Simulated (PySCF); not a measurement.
# C3H8BFS: the cost of one run

Computed with PySCF 2.14.0, with density-fitted response routines of our own, on a single molecule in the gas phase. Atoms are numbered from 0 throughout.

**1. The molecule as given**

14 atoms, charge 0, multiplicity 1; geometry from: GFN2-xTB. The atoms were then displaced at random by about 0.01 Å, so the start is not that level's minimum.

Bonds of the start (Å): F0–C1 1.36, C1–S2 1.84, S2–B3 2.05, B3–C4 1.62, C4–C5 1.52, C5–S2 1.84, C1–H6 1.10, C1–H7 1.09, B3–H8 1.17, B3–H9 1.20, C4–H10 1.10, C4–H11 1.11, C5–H12 1.11, C5–H13 1.08.

**2. Relaxing the molecule at PBE0-D3(BJ)/def2-SVP**

Job settings and geometry (Å):

```
{"job": {"xc": "PBE0", "basis": "def2-SVP", "d3": "d3bj", "grid": 1, "shake": 0.01, "kind": "geom"}, "charge": 0, "multiplicity": 1}
F      2.655310     0.314870    -0.872560
C      1.757790    -0.568500    -0.358350
S      0.147330    -0.501520    -1.253170
B     -1.034750    -0.987720     0.351870
C     -1.027840     0.575290     0.764860
C     -0.483230     1.081360    -0.557980
H      2.193770    -1.564310    -0.492450
H      1.631020    -0.320810     0.693220
H     -0.476550    -1.774580     1.019780
H     -2.061290    -1.366870    -0.149060
H     -1.986270     1.046550     1.028550
H     -0.333170     0.819550     1.596660
H     -1.288580     1.408040    -1.251850
H      0.299320     1.823580    -0.527290
```

Run with:

```console
$ OMP_NUM_THREADS=1 python probes_run.py task.json out
```

The driver reads the jobs from task.json and runs them one after another.

Q: Estimate the wall time and peak memory of this first job on 1 thread of Intel Xeon 6975P-C, shared host.

About 37 s, with a peak of 0.51 GiB.
